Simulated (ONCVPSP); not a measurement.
# Mg: the cost of one run

Method: ONCVPSP 4.0.1, PBEsol, scalar-relativistic.

**1. The atom and the settings**

Typed settings, in words:

* element: magnesium (Mg, Z = 12)
* type: optimised norm-conserving Vanderbilt (ONCV)
* frozen core: [He]
* valence charge: 10
* reference configuration: 2s2 2p6 3s1 3p1
* partial waves: 2s+3s: rc 1.00 bohr, ncon 5, nbas 10, qcut 15.2 1/bohr, 2 projectors; 2p+3p: rc 1.25 bohr, ncon 4, nbas 7, qcut 8.5 1/bohr, 2 projectors; d scattering state at 0.23 Ha: rc 1.30 bohr, ncon 5, nbas 9, qcut 6.5 1/bohr, 1 projector
* local potential: polynomial inside 0.65 bohr (lpopt 5, dvloc0 1 Ha)
* core correction: not asked for

The outer shells as boxes (Hund's rule for the drawing; the calculation is spin-unpolarised):

```
[He] core
2s [↑↓]
2p [↑↓][↑↓][↑↓]
3s [↑ ]
3p [↑ ][  ][  ]
```

The nodes and maxima of the atom's own shells, from an earlier all-electron run, set the scale for the radii.

All-electron outer shells of the reference configuration (PBEsol, scalar-relativistic, ld1.x):

```tsv
shell	level (eV)	outermost node (bohr)	outermost maximum (bohr)
1s	-1258.76	–	0.09
2s	-81.67	0.18	0.55
2p	-48.62	–	0.48
3s	-5.62	0.90	2.50
3p	-2.06	0.95	3.37
```

**2. Generating the potential**

The input, Mg.dat:

```
# ATOM AND REFERENCE CONFIGURATION
# atsym  z   nc   nv     iexc    psfile
  Mg 12.00    1    4  -116133      upf
#
#   n    l    f
    1    0    2.00
    2    0    2.00
    2    1    6.00
    3    0    1.00
    3    1    1.00
#
# PSEUDOPOTENTIAL AND OPTIMIZATION
# lmax
    2
#
#   l,   rc,      ep,       ncon, nbas, qcut
    0    1.00    0.00    5   10   15.20
    1    1.25    0.00    4    7    8.50
    2    1.30    0.23    5    9    6.50
#
# LOCAL POTENTIAL
# lloc, lpopt,  rc(5),   dvloc0
    4    5    0.65    1.00
#
# VANDERBILT-KLEINMAN-BYLANDER PROJECTORs
# l, nproj, debl
    0    2    1.40
    1    2    2.10
    2    1    2.20
#
# MODEL CORE CHARGE
# icmod, fcfact, rcfact
    0    0.00    0.00
#
# LOG DERIVATIVE ANALYSIS
# epsh1, epsh2, depsh
   -5.00    5.00    0.04
#
# OUTPUT GRID
# rlmax, drl
    6.00    0.01
#
# TEST CONFIGURATIONS
# ncnf
    4
# nvcnf
#   n    l    f
    4
    2    0    2.00
    2    1    6.00
    3    0    2.00
    3    1    0.00
#
    4
    2    0    2.00
    2    1    6.00
    3    0    1.00
    3    1    0.00
#
    4
    2    0    2.00
    2    1    6.00
    3    0    0.00
    3    1    0.00
#
    4
    2    0    1.00
    2    1    6.00
    3    0    2.00
    3    1    0.00
#
```

On the command line:

```bash
$ oncvpsp.x < Mg.dat > Mg.out
```

**Question.** How long does this run take on 1 thread of Intel Xeon Platinum 8488C, shared host?

About 3.5 s.
